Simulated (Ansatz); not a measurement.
# HfMg3 (AuCu3 type): a single-point run

Aim: a sound single-point run of HfMg3 (AuCu3 type). The structure is shown as the input types it.

Computed with Ansatz 0.2.0 (DFT PBE, scalar-relativistic, plane waves, PAW, unless a step's input says otherwise).

### Step 1. The starting structure

Symmetry: Pm-3m, No. 221, cubic system. The conventional cell has a = 4.435 Å, b = 4.435 Å, c = 4.435 Å, α = 90.00°, β = 90.00°, γ = 90.00°. Around Hf (site symmetry m-3m) lie 12 Mg at 3.14 Å. Mg (site symmetry 4/mmm) is surrounded by 4 Hf at 3.14 Å and 8 Mg at 3.14 Å.

As a file:

```cif
data_structure
_symmetry_space_group_name_H-M 'Pm-3m'
_symmetry_Int_Tables_number 221
_cell_length_a 4.4352
_cell_length_b 4.4352
_cell_length_c 4.4352
_cell_angle_alpha 90.000
_cell_angle_beta 90.000
_cell_angle_gamma 90.000
_cell_volume 87.24
loop_
_atom_site_label
_atom_site_type_symbol
_atom_site_symmetry_multiplicity
_atom_site_Wyckoff_symbol
_atom_site_fract_x
_atom_site_fract_y
_atom_site_fract_z
_atom_site_occupancy
Hf1 Hf 1 a 0.00000 0.00000 0.00000 1
Mg1 Mg 3 c 0.00000 0.50000 0.50000 1
```

### Step 2. Running it

Input file input.yaml:

```yaml
crystal:
  lattice:
    - [4.4351854621, 0.0, 0.0]
    - [0.0, 4.4351854621, 0.0]
    - [0.0, 0.0, 4.4351854621]
  atoms:
    - { symbol: Hf, position: [0.0, 0.0, 0.0] }
    - { symbol: Mg, position: [0.0, 0.5, 0.5] }
    - { symbol: Mg, position: [0.5, 0.5, 0.0] }
    - { symbol: Mg, position: [0.5, 0.0, 0.5] }
basis:
  ecutwfc: 420
  ecutrho_ratio: 4
kpoints:
  mp_grid: { grid: [8, 8, 8] }
hamiltonian:
  xc: pbe
scf:
  occupations: { method: gaussian, width: 0.05 }
  mixing: { algorithm: anderson, beta: 0.001, ndim: 1 }
  max_iter: 80
output:
  forces: true
  stress: true
```

Launch:

```console
$ ansatz run input.yaml --threads 2 --pin off --max-ram 2662MiB --backend cpu --events-out ev --progress --plain --runs-dir out
```

What happens when this is run?

The run converged and reported no error. Convergence says nothing about whether the input makes sense.

Look at the input: scf.mixing.algorithm is anderson; scf.mixing.beta is 0.001; scf.mixing.ndim is 1. What could go wrong: mixing too weak. The residual crept for many cycles and then fell at once, which so weak a step can't do by itself: the program changed its mixing. Several mixing settings were changed at once, so this run can't tell how much each is to blame.

The test: delete scf.mixing.algorithm, scf.mixing.beta and scf.mixing.ndim (the default then holds).
